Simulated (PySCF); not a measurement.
# C2H7In (InH2Et) at CASSCF(4,4)/def2-SVP (core potential)

Wanted: a single-point energy of C2H7In (InH2Et). Input form: a Python script.

Program for the calculation: PySCF 2.14.0.

1 further run of the same task is left out (set aside as unsound or not needed).

**1. Starting point**

C2H7In: 10 atoms, total charge 0, spin state singlet. As SMILES, `[H][In]([H])[CH2]C`. The shape comes from GFN2-xTB, which is rough for such elements, and wasn't checked as a minimum.

Bond lengths: In1–C4 2.244 Å, C4–C5 1.527 Å, In1–H2 1.751 Å, In1–H3 1.751 Å, C4–H6 1.094 Å, C4–H7 1.094 Å, C5–H8 1.092 Å, C5–H9 1.092 Å, C5–H10 1.092 Å. Some angles: In1–C4–C5 111.6°, In1–C4–H6 108.2°, In1–C4–H7 108.4°, C5–C4–H6 110.3°, C5–C4–H7 110.1°, H2–In1–C4 124.5°, H3–In1–C4 124.7°, C4–C5–H8 110.5°, C4–C5–H9 110.9°, C4–C5–H10 110.9°.

**2. A single-point energy at CASSCF(4,4)/def2-SVP (core potential)**

Contents of input.xyz:

```xyz
10

In     0.812150     1.501060     0.578580
H      2.557080     1.639060     0.599560
H      0.065540     3.083810     0.525900
C     -0.310130    -0.442160     0.566570
C     -0.485960    -0.981860    -0.851380
H     -1.286090    -0.275540     1.032160
H      0.241770    -1.162440     1.177770
H     -1.028310    -1.929560    -0.835430
H     -1.048860    -0.278880    -1.468780
H      0.482820    -1.153480    -1.324970
```

Contents of calc.py:

```python
import numpy
from pyscf import gto, scf, mp, mcscf

system = gto.Mole()
system.atom = 'input.xyz'
system.verbose = 3
system.basis = 'def2-svp'
system.ecp = {'In': 'def2-svp'}
system.max_memory = 1860
system.spin = 0
system.build()

mf = scf.RHF(system)
mf.conv_tol = 1e-10
mf.kernel()
if not mf.converged:
    mf = mf.newton().run(mf.mo_coeff, mf.mo_occ)

pt = mp.MP2(scf.addons.convert_to_uhf(mf)).run()
noons, natorbs = mcscf.addons.make_natural_orbitals(pt)
print('natural occupations', numpy.round(noons[:40], 4))
cas = mcscf.CASSCF(mf, 4, 4)
cas.fix_spin_(ss=0.0)
cas.natorb = True
cas.kernel(natorbs)
energy = cas.e_tot
print(f'total energy: {energy:.8f} hartree')
```

Launch:

```
OMP_NUM_THREADS=1 python calc.py
```

The program printed:

```text
converged SCF energy = -268.91389034531
E(UMP2) = -269.326006827131  E_corr = -0.412116481820938
E(SCS-UMP2) = -269.330706254507  E_corr = -0.41681590919629
natural occupations [1.9998 1.9998 1.9997 1.9995 1.9994 1.9993 1.9968 1.9967 1.9966 1.9965
 1.9965 1.9831 1.9779 1.9753 1.9728 1.9692 1.969  1.9659 1.959  1.9526
 0.0318 0.0225 0.0184 0.0171 0.017  0.0156 0.0144 0.0134 0.013  0.0127
 0.0095 0.009  0.0078 0.0069 0.0068 0.0061 0.006  0.0055 0.0054 0.0051]
CASSCF energy = -268.950033618171
CASCI E = -268.950033618171  E(CI) = -4.72482354832238  S^2 = 0.0000000
total energy: -268.95003362 hartree
```

Run time: 31 s. Hardware: 1 thread of Arm Neoverse V2, shared host; peak memory 0.28 GiB.

**3. Summary of results**

Level: CASSCF(4,4)/def2-SVP (core potential).

| quantity | value |
| --- | --- |
| total energy | -268.95003 Eh |
| dipole moment (Hartree–Fock density) | 1.09 D |
| HOMO energy (Hartree–Fock orbitals) | -9.71 eV |
| LUMO energy (Hartree–Fock orbitals) | 0.95 eV |
| HOMO–LUMO gap (Hartree–Fock orbitals) | 10.67 eV |
